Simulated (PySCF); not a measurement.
# C3H8BNS: the cost of one run

The runs use PySCF 2.14.0, with density-fitted response routines of our own; the level of theory stands in each step. All values are computed, except where a source is named. Atoms are numbered from 0 throughout.

### Step 1. The starting structure

14 atoms, charge 0, multiplicity 1; geometry from: GFN2-xTB. The atoms were then displaced at random by about 0.01 Å, so the start is not that level's minimum.

Bonds of the start (Å): C0–C1 1.33, C1–S2 1.77, S2–C3 1.81, C3–B4 1.63, B4–N5 1.38, C0–H6 1.10, C0–H7 1.06, C1–H8 1.07, C3–H9 1.07, C3–H10 1.09, B4–H11 1.16, N5–H12 1.00, N5–H13 1.02.

### Step 2. Relaxing the molecule at PBE0-D3(BJ)/def2-SVP

The job: settings as JSON, then the geometry in Å.

```
{"job": {"xc": "PBE0", "basis": "def2-SVP", "d3": "d3bj", "grid": 1, "shake": 0.01, "kind": "geom"}, "charge": 0, "multiplicity": 1}
C      3.045780     1.059310     0.022770
C      1.995660     0.244780     0.085680
S      0.302430     0.753370     0.064050
C     -0.476320    -0.873200     0.204340
B     -2.102350    -0.815690     0.224680
N     -2.761990     0.398470     0.151020
H      2.891640     2.146860    -0.051370
H      4.054700     0.730140     0.025550
H      2.130110    -0.815110     0.177690
H     -0.168280    -1.473850    -0.629360
H     -0.138520    -1.346280     1.126530
H     -2.701560    -1.806690     0.333700
H     -2.303040     1.284670     0.064540
H     -3.775410     0.498140     0.172500
```

Launch:

```console
OMP_NUM_THREADS=1 python probes_run.py task.json out
```

The driver reads the jobs from task.json and runs them one after another.

Q: Estimate the wall time and peak memory of this first job on 1 thread of Arm Neoverse V1, shared host.

About 46 s, with a peak of 0.52 GiB.
